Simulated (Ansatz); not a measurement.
**BrHOSi (SMILES O=[SiH]Br): single points off equilibrium**

One table from this session's results is given with a row withheld; the runs are named, their logs left out.

Program: Ansatz 0.2.0, Gaussian basis. Level of theory: single points in def2-TZVPP. These are calculated values, not measurements.

Cores are frozen in the correlated methods. Filled d shells of the heavier atoms are correlated.

### The starting structure

SMILES `O=[SiH]Br`, 4 atoms, charge 0, spin multiplicity 1.

Atoms are counted from 1 here; the program's logs count them from 0.

Bond lengths: O1–Si2 1.608 Å, Si2–Br3 2.006 Å, Si2–H4 1.408 Å. Angles: O1–Si2–Br3 122.2°, O1–Si2–H4 125.8°, Br3–Si2–H4 111.7°.

Geometry (Å):

```xyz
4
BrHOSi
O     0.2569   -1.2448    1.0295
Si    0.1110   -0.0028    0.0186
Br   -1.6731    0.7716   -0.4745
H     1.1548    0.5832   -0.7228
```

Set-up of the first run:

run/in.yaml reads:

```yaml
crystal:
  periodic: [false, false, false]
  atoms:
    - {symbol: O, position_ang: [0.256900, -1.244800, 1.029500]}
    - {symbol: Si, position_ang: [0.111000, -0.002800, 0.018600]}
    - {symbol: Br, position_ang: [-1.673100, 0.771600, -0.474500]}
    - {symbol: H, position_ang: [1.154800, 0.583200, -0.722800]}
basis:
  gaussian: {orbitals: def2-TZVPP}
correlation: {method: ccsd_t}
output: {forces: true}
```

No record of the launch command was kept for these runs.

Steps of the session up to this table: CCSD(T)/def2-TZVPP; PBE0-D4/def2-TZVPP; wB97M-V/def2-TZVPP; r2SCAN-D4/def2-TZVPP; PBE-D4/def2-TZVPP; SPW92/def2-TZVPP; revPBE-D4/def2-TZVPP.

One of the session's tables, all rows but one given; the rest of the session is left out.

| method | RMS force component (eV/Å) | angle to CCSD(T) forces (°) | dipole (D) |
| --- | --- | --- | --- |
| CCSD(T) | 2.693 | reference | 4.07 |
| PBE0-D4 | 2.817 | 3.6 | 4.23 |
| wB97M-V | 2.827 | 3.7 | 4.31 |
| r2SCAN-D4 | 2.721 | 1.8 | 4.09 |
| PBE-D4 | ? | ? | ? |
| SPW92 | 2.612 | 4.6 | 3.99 |
| revPBE-D4 | 2.582 | 5.5 | 3.90 |

**Question.** Estimate the row for PBE-D4.

The run gave: RMS force component (eV/Å): 2.581; angle to CCSD(T) forces (°): 4.1; dipole (D): 3.93. In the column «RMS force component (eV/Å)» it is the lowest.
